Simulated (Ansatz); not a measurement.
# CH₁₀ClInOSi₃: one species, many methods

An exercise on one series of results from a longer session: the logs are not shown, and one member is left open.

Method: functionals in def2-TZVPP, the program's frozen cores in correlated methods; program: Ansatz 0.2.0, Gaussian basis.

Levels to be run: LDA (SPW92), PBE-D4, revPBE-D4, BLYP-D4, r2SCAN-D4, B97M-V, PBE0-D4, B3LYP-D4, r2SCANh-D4, r2SCAN0-D4, HSE06-D4, BHLYP-D4, CAM-B3LYP-D4, LC-ωPBE, ωB97X-V, ωB97M-V, B2PLYP, PBE-QIDH; CCSD(T)/def2-SVP; CCSD(T)/def2-TZVPP; MP2/def2-QZVPP; extrapolation to the limit; RPA on PBE.

### The relaxed structure

The geometry comes from an earlier relaxation with PBE0-D4 in a triple-zeta def2 set; it is a stationary point, not always the lowest conformer. In takes the def2 core potential; no spin-orbit term is included.

17 atoms, charge 0, spin multiplicity 1.

Atoms are counted from 1 here; the program's logs count them from 0.

Bond lengths: O1–C2 1.417 Å, O1–H8 0.966 Å, C2–Cl3 1.790 Å, C2–Si4 1.927 Å, C2–H9 1.091 Å, Si4–Si5 2.337 Å, Si4–Si6 2.342 Å, Si4–H10 1.494 Å, Si5–H11 1.487 Å, Si5–H12 1.488 Å, Si5–H13 1.486 Å, Si6–In7 2.586 Å, Si6–H14 1.491 Å, Si6–H15 1.489 Å, In7–H16 1.728 Å, In7–H17 1.723 Å. Angles: C2–O1–H8 108.7°, O1–C2–Cl3 109.8°, O1–C2–Si4 112.4°, O1–C2–H9 105.1°, Cl3–C2–Si4 111.5°, Cl3–C2–H9 105.7°, Si4–C2–H9 112.0°, C2–Si4–Si5 109.4°, C2–Si4–Si6 102.4°, C2–Si4–H10 103.2°, Si5–Si4–Si6 118.5°, Si5–Si4–H10 111.5°, Si6–Si4–H10 110.3°, Si4–Si5–H11 109.0°, Si4–Si5–H12 108.3°, Si4–Si5–H13 112.1°, H11–Si5–H12 108.8°, H11–Si5–H13 109.4° and more.

Set-up of the first run:

Input file in.yaml:

```yaml
crystal:
  periodic: [false, false, false]
  atoms:
    - {symbol: O, position_ang: [-0.183551, -2.150263, 0.027368]}
    - {symbol: C, position_ang: [0.433056, -1.143494, -0.757161]}
    - {symbol: Cl, position_ang: [0.495248, -1.662746, -2.468881]}
    - {symbol: Si, position_ang: [-0.434647, 0.566902, -0.570366]}
    - {symbol: Si, position_ang: [0.657410, 2.142313, -1.906688]}
    - {symbol: Si, position_ang: [-0.435783, 0.880474, 1.750093]}
    - {symbol: In, position_ang: [-0.309752, -1.606018, 2.450921]}
    - {symbol: H, position_ang: [-1.088257, -2.276483, -0.286249]}
    - {symbol: H, position_ang: [1.469798, -1.114629, -0.419470]}
    - {symbol: H, position_ang: [-1.821281, 0.301072, -1.059057]}
    - {symbol: H, position_ang: [0.098292, 3.490317, -1.621956]}
    - {symbol: H, position_ang: [2.101867, 2.137290, -1.549733]}
    - {symbol: H, position_ang: [0.510095, 1.843920, -3.354672]}
    - {symbol: H, position_ang: [0.744498, 1.715996, 2.112026]}
    - {symbol: H, position_ang: [-1.665730, 1.632259, 2.124972]}
    - {symbol: H, position_ang: [-1.786413, -2.485197, 2.629550]}
    - {symbol: H, position_ang: [1.215168, -2.271691, 2.899294]}
basis:
  gaussian: {orbitals: def2-TZVPP}
hamiltonian: {xc: lda}
output: {orbitals: {seedname: orbitals}}
```

Run with:

```
ansatz run in.yaml --threads 2 --pin off --events-out ev --progress --plain --max-ram 32768MiB --backend cuda --devices 0, --max-vram 18GiB
```

Among the steps run: LDA; PBE-D4 (GGA); revPBE-D4 (GGA); BLYP-D4 (GGA); r2SCAN-D4 (meta-GGA); B97M-V (meta-GGA); PBE0-D4 (hybrid); B3LYP-D4 (hybrid); r2SCANh-D4 (hybrid); r2SCAN0-D4 (hybrid); HSE06-D4 (hybrid); BHLYP-D4 (hybrid); CAM-B3LYP-D4 (range-separated); LC-ωPBE (range-separated); ωB97X-V (range-separated); ωB97M-V (range-separated); B2PLYP (double hybrid); PBE-QIDH (double hybrid).

One table of the session follows, with a row left open; its other results are not shown here.

It belongs to the step «Orbital energies across the functionals». 

| functional | HOMO (eV) | LUMO (eV) | gap (eV) |
| --- | --- | --- | --- |
| LDA (SPW92) | -6.09 | -2.39 | 3.70 |
| PBE-D4 | -5.97 | -2.15 | 3.81 |
| revPBE-D4 | -5.92 | -2.04 | 3.87 |
| BLYP-D4 | -5.80 | -2.03 | 3.77 |
| r2SCAN-D4 | -6.19 | -1.93 | 4.26 |
| B97M-V | -6.29 | -2.16 | 4.12 |
| PBE0-D4 | -6.92 | -1.43 | 5.49 |
| B3LYP-D4 | -6.72 | -1.62 | 5.10 |
| r2SCANh-D4 | -6.54 | -1.68 | 4.86 |
| r2SCAN0-D4 | -7.06 | -1.30 | 5.76 |
| HSE06-D4 | -6.54 | -1.79 | 4.75 |
| BHLYP-D4 | -7.74 | -0.68 | 7.06 |
| CAM-B3LYP-D4 | -8.06 | -0.54 | 7.52 |
| LC-ωPBE | -9.30 | 0.48 | 9.78 |
| ωB97X-V | -9.01 | 0.36 | 9.37 |
| ωB97M-V | ? | ? | ? |

Estimate the missing values for ωB97M-V.

As computed: HOMO (eV): -8.81; LUMO (eV): 0.05; gap (eV): 8.87. In the column «HOMO (eV)» it lies between ωB97X-V (-9.01) and CAM-B3LYP-D4 (-8.06).
